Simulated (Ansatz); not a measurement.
# FeNi: straining the crystal, uniaxial strain along c

An exercise on one series of results from a longer session: the logs are not shown, and one member is left open.

Computed with Ansatz 0.2.0 (DFT PBEsol, scalar-relativistic, plane waves, PAW, unless a step's input says otherwise).

2 further runs of the same task are left out: 2 set aside as unsound or not needed.

## The system as given

Symmetry: P4/mmm, No. 123, tetragonal system. The conventional cell has a = 2.468 Å, b = 2.468 Å, c = 3.533 Å, α = 90.00°, β = 90.00°, γ = 90.00°. Fe (site symmetry 4/mmm) is surrounded by 4 Fe at 2.47 Å and 8 Ni at 2.48 Å. Ni (site symmetry 4/mmm) has 4 Ni at 2.47 Å and 8 Fe at 2.48 Å as nearest neighbours.

Coordinates:

```
CELL_PARAMETERS angstrom
2.46814 0.00000 0.00000
0.00000 2.46814 0.00000
0.00000 0.00000 3.53293
ATOMIC_POSITIONS crystal
Fe 0.00000 0.00000 0.00000
Ni 0.50000 0.50000 0.50000
```

It goes back to an entry of the Materials Project, which need not be the stable form.

This cell was relaxed beforehand with the same method: volume 10.76 Å³/atom, gap on the mesh none (metal), site moments up to 2.5 μB.

The unstrained cell comes from an earlier run at this level (2 atoms, E(σ→0) -10253.9326 eV, gap none (metal)).

The first run:

input.yaml reads:

```yaml
crystal:
  lattice:
    - [2.4743141648, 0.0, 0.0]
    - [0.0, 2.4743141648, 0.0]
    - [0.0, 0.0, 3.497605009]
  atoms:
    - { symbol: Fe, position: [0.0, 0.0, 0.0], spin: 2.79 }
    - { symbol: Ni, position: [0.5, 0.5, 0.5], spin: 0.75 }
basis:
  ecutwfc: 420
kpoints:
  mp_grid: { grid: [16, 16, 12] }
hamiltonian:
  xc: pbesol
scf:
  occupations: { method: gaussian, width: 0.1 }
output:
  forces: true
  stress: true
  eigenvalues: true
  populations: true
magnetization:
  spin_polarized: true
relax:
  adjacent_minimum: "off"
  f_tol: 0.008
  max_steps: 40
  cell: { stress_tol: 0.015, fix: [c, angles] }
```

On the command line:

```
$ ansatz run input.yaml --threads 1 --pin off --max-ram 1331MiB --backend cpu --events-out ev --progress --plain --runs-dir out
```

Steps of the session up to this table: Strain -1.0 %; Strain +1.0 %; Strain -2.0 %; The cell strained by +2.0 %; Strain -3.0 %.

One table of the session follows, with a row left open; its other results are not shown here.

Lengths are those of the vectors of the cell that was run; stresses in GPa:

| strain (%) | ΔE (meV/atom) | a (Å) | b (Å) | c (Å) | moment (μB/cell) |
| --- | --- | --- | --- | --- | --- |
| -3.0 | 6.6 | 2.498 | 2.498 | 3.427 | 3.21 |
| -2.0 | ? | ? | ? | ? | ? |
| -1.0 | 0.7 | 2.478 | 2.478 | 3.498 | 3.17 |
| +0.0 | 0.0 | 2.468 | 2.468 | 3.533 | 3.15 |
| +1.0 | 0.7 | 2.459 | 2.459 | 3.568 | 3.14 |
| +2.0 | 2.9 | 2.451 | 2.451 | 3.604 | 3.12 |

Estimate the missing values for strain (%) = -2.0.

Worked estimate for «ΔE (meV/atom)». A straight line through the neighbours (-3.0, 6.6) and (-1.0, 0.7) gives 6.6 + (0.7 − 6.6) × (-2.0 + 3.0) / (-1.0 + 3.0) = 3.6; a parabola fitted to 3 rows on both sides gives 2.9.

As computed: ΔE (meV/atom): 2.9; a (Å): 2.488; b (Å): 2.488; c (Å): 3.462; moment (μB/cell): 3.19. In «ΔE (meV/atom)» the line misses by +0.7 and the parabola by 0.0.

ΔE is over the unstrained cell. Stress in GPa, positive in compression, on the Cartesian axes of the input. 
